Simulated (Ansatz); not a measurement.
# CH2FGaO: the cost of one run

All numbers are computed with Ansatz 0.2.0, driven from Python. Level of theory: B3LYP+D3(BJ)/def2-SVP.

### Step 1. Starting point

Bond lengths: O1–C2 1.285 Å, C2–Ga3 1.913 Å, Ga3–F4 1.614 Å, C2–H5 1.095 Å, Ga3–H6 1.418 Å. Angles: O1–C2–Ga3 105.1°, O1–C2–H5 120.0°, Ga3–C2–H5 134.9°, C2–Ga3–F4 92.4°, C2–Ga3–H6 88.7°, F4–Ga3–H6 115.0°.

No structure file is read: the coordinates are typed or built in the script.

### Step 2. The code

File scan_ch2fgao.py:

```python
import warnings

import ansatz as az
from ase import Atoms
import numpy as np

BASIS = "def2-SVP"
FUNCTIONAL = "B3LYP"
DISPERSION = "d3bj"


def main() -> None:
    warnings.simplefilter("ignore", az.DeckWarning)

    atoms = Atoms(["O", "C", "Ga", "F", "H", "H"], positions=[
        (1.6423, -0.5275, -0.6001),
        (0.4884, 0.036, -0.6475),
        (-0.2645, -0.2249, 1.0911),
        (-1.5297, -1.0314, 0.4962),
        (0.1466, 0.5048, -1.5761),
        (-0.4411, 1.179, 1.1902),
    ])
    mol = az.Crystal.molecule_from_ase(atoms)

    symbols = [site.symbol for site in mol.cartesian_sites]
    start = np.array([site.position_ang for site in mol.cartesian_sites])
    axis = (start[1] - start[2]) / np.linalg.norm(start[1] - start[2])
    moving = [0, 1, 4]
    lengths, energies = [1.63, 1.76, 1.91, 2.1, 2.39, 2.87, 3.44, 4.21], []
    for length in lengths:
        xyz = start.copy()
        xyz[moving] += (length - np.linalg.norm(start[1] - start[2])) * axis
        point = az.Crystal.molecule()
        for symbol, place in zip(symbols, xyz):
            point = point.atom(symbol, place.tolist())
        setup = point.calculation().basis(gaussian=BASIS).functional(FUNCTIONAL, dispersion=DISPERSION)
        report = setup.run(threads=1).report
        energies.append(report["free_energy_ev"])
        print(f"r = {length:6.3f} A  E = {energies[-1]:.5f} eV  <S^2> = {abs(report['mean_field']['state']['spin_squared']):.3f}")

    print("energy above the lowest point (eV):", [round(e - min(energies), 3) for e in energies])


if __name__ == "__main__":
    main()
```

### Step 3. The calls as engine input

The package turns the script's settings into the engine's input (first run):

```yaml
crystal:
  periodic: [false, false, false]
  atoms:
    - { symbol: O, position_ang: [1.5310872386833654, -0.5660381982036259, -0.3432870011620387] }
    - { symbol: C, position_ang: [0.37718723868336534, -0.002538198203625955, -0.3906870011620387] }
    - { symbol: Ga, position_ang: [-0.2645, -0.2249, 1.0911] }
    - { symbol: F, position_ang: [-1.5297, -1.0314, 0.4962] }
    - { symbol: H, position_ang: [0.03538723868336534, 0.46626180179637405, -1.3192870011620388] }
    - { symbol: H, position_ang: [-0.4411, 1.179, 1.1902] }
basis:
  gaussian:
    orbitals: def2-SVP
hamiltonian:
  xc: b3lyp
  dispersion: d3bj
```

### Step 4. Running it

Run with:

```sh
$ python scan_ch2fgao.py
```

**Question.** How long does this script take on 1 thread of Arm Neoverse V1, shared host, and how much memory does it need?

About 28 s, with a peak of 0.23 GiB.
